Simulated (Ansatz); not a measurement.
# Cr: the crystal squeezed far

An exercise on one series of results from a longer session: the logs are not shown, and one member is left open.

Method: DFT, LDA, PAW with Ansatz's default frozen-core files, scalar-relativistic, in Ansatz 0.2.0.

### Starting point

It takes space group Im-3m (No. 229, cubic). The conventional cell has a = 2.789 Å, b = 2.789 Å, c = 2.789 Å, α = 90.00°, β = 90.00°, γ = 90.00°. Around Cr (site symmetry m-3m) lie 8 Cr at 2.41 Å.

Structure file:

```
CELL_PARAMETERS angstrom
-1.39428 1.39428 1.39428
1.39428 -1.39428 1.39428
1.39428 1.39428 -1.39428
ATOMIC_POSITIONS crystal
Cr 0.00000 0.00000 0.00000
```

Whether this phase is the stable one at these pressures isn't tested.

The first run:

input.yaml

```yaml
crystal:
  lattice:
    - [-1.3942793776, 1.3942793776, 1.3942793776]
    - [1.3942793776, -1.3942793776, 1.3942793776]
    - [1.3942793776, 1.3942793776, -1.3942793776]
  atoms:
    - { symbol: Cr, position: [0.0, 0.0, 0.0], spin: 2.0 }
magnetization:
  spin_polarized: true
kpoints:
  mp_grid: { grid: [21, 21, 21] }
scf:
  occupations: { method: fermi_dirac, width: 0.1 }
hamiltonian:
  xc: lda
  pseudopotentials: { kind: paw }
output:
  forces: true
  stress: true
relax:
  f_tol: 0.005
  max_steps: 40
  cell: {}
```

Run with:

```bash
$ ansatz run input.yaml --threads 1 --pin off --max-ram 3072MiB --backend cpu --events-out ev --progress --plain --runs-dir out
```

Among the steps run: Cell relaxed at zero pressure, PAW; Volume scaled by 1, PAW; Volume scaled by 0.9, PAW; Volume scaled by 0.8, PAW; Volume scaled by 0.7, PAW; Volume scaled by 0.6, PAW; Volume scaled by 0.5, PAW; Volume scaled by 0.4, PAW; Volume scaled by 0.4, PAW (cutoff 250 eV).

One of the session's tables, all rows but one given; the rest of the session is left out.

```
             method  volume over the first  volume (Å³/atom)  pressure (GPa)
                PAW                      1            10.844            0.02
                PAW                    0.9                 ?               ?
                PAW                    0.8             8.675          105.67
                PAW                    0.7             7.591          219.08
                PAW                    0.6             6.507          418.83
                PAW                    0.5             5.422          786.62
                PAW                    0.4             4.338         1511.93
PAW (cutoff 250 eV)                    0.4             4.338         1592.11
```

Q: Estimate the row for PAW, 0.9 from the others.

**Answer.** volume (Å³/atom): 9.760; pressure (GPa): 39.27. In the column «volume (Å³/atom)» it lies between PAW, 0.8 (8.675) and PAW, 1 (10.844).

Limits of these values: Warnings in the runs' records: seeded moment not kept, cutoff below recommended.
